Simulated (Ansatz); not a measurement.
# CH₆BFSSi: how energies converge with the basis set

The task here is to estimate one member of a computed series from the others.

Program: Ansatz 0.2.0, Gaussian basis. Level of theory: one geometry, several basis sets. These are calculated values, not measurements.

The runs, in order: PBE0-D4/def2-SVP; ωB97M-V/def2-SVP; PBE0-D4/def2-QZVPP; ωB97M-V/def2-QZVPP; the functionals' def2-TZVPP values are taken from earlier runs.

### The relaxed structure

An earlier PBE0-D4 in a triple-zeta def2 set relaxation fixed the geometry.

SMILES `BCS[SiH2]F`, 11 atoms, charge 0, spin multiplicity 1.

Atoms are counted from 1 here; the program's logs count them from 0.

Bond lengths: B1–C2 1.553 Å, B1–H6 1.194 Å, B1–H7 1.197 Å, C2–S3 1.822 Å, C2–H8 1.099 Å, C2–H9 1.097 Å, S3–Si4 2.104 Å, Si4–F5 1.602 Å, Si4–H10 1.483 Å, Si4–H11 1.479 Å. Angles: C2–B1–H6 122.6°, C2–B1–H7 117.5°, H6–B1–H7 119.8°, B1–C2–S3 114.8°, B1–C2–H8 106.3°, B1–C2–H9 109.5°, S3–C2–H8 110.0°, S3–C2–H9 110.6°, H8–C2–H9 105.1°, C2–S3–Si4 100.2°, S3–Si4–F5 112.2°, S3–Si4–H10 110.5°, S3–Si4–H11 107.2°, F5–Si4–H10 105.5°, F5–Si4–H11 108.5°, H10–Si4–H11 113.0°.

The first run:

in.yaml

```yaml
crystal:
  periodic: [false, false, false]
  atoms:
    - {symbol: B, position_ang: [-0.701571, 1.702890, 1.437684]}
    - {symbol: C, position_ang: [-0.443537, 0.646640, 0.329026]}
    - {symbol: S, position_ang: [1.066876, -0.346999, 0.558120]}
    - {symbol: Si, position_ang: [0.897873, -1.662152, -1.075206]}
    - {symbol: F, position_ang: [1.103644, -0.914282, -2.476628]}
    - {symbol: H, position_ang: [0.074522, 1.912096, 2.321187]}
    - {symbol: H, position_ang: [-1.715731, 2.335149, 1.374368]}
    - {symbol: H, position_ang: [-0.389775, 1.200247, -0.619123]}
    - {symbol: H, position_ang: [-1.322112, -0.002644, 0.231489]}
    - {symbol: H, position_ang: [-0.464056, -2.245775, -1.133048]}
    - {symbol: H, position_ang: [1.959066, -2.682272, -0.927269]}
basis:
  gaussian: {orbitals: def2-SVP}
hamiltonian: {xc: pbe0, dispersion: d4}
output: {orbitals: {seedname: orbitals}}
```

Steps of the session up to this table: PBE0-D4 in def2-SVP; ωB97M-V in def2-SVP; PBE0-D4 in def2-QZVPP; ωB97M-V in def2-QZVPP.

One table of the session follows, with a row left open; its other results are not shown here.

It belongs to the step «Functionals by basis». 

```
functional       basis  HOMO (eV)  LUMO (eV)
   PBE0-D4    def2-SVP      -7.32      -1.70
   PBE0-D4  def2-TZVPP      -7.41      -1.80
   PBE0-D4  def2-QZVPP      -7.44      -1.82
   ωB97M-V    def2-SVP      -9.49       0.39
   ωB97M-V  def2-TZVPP          ?          ?
   ωB97M-V  def2-QZVPP      -9.64       0.08
```

Estimate the missing values for ωB97M-V, def2-TZVPP.

**Answer.** HOMO (eV): -9.61; LUMO (eV): 0.15. In the column «HOMO (eV)» it lies between ωB97M-V, def2-QZVPP (-9.64) and ωB97M-V, def2-SVP (-9.49).
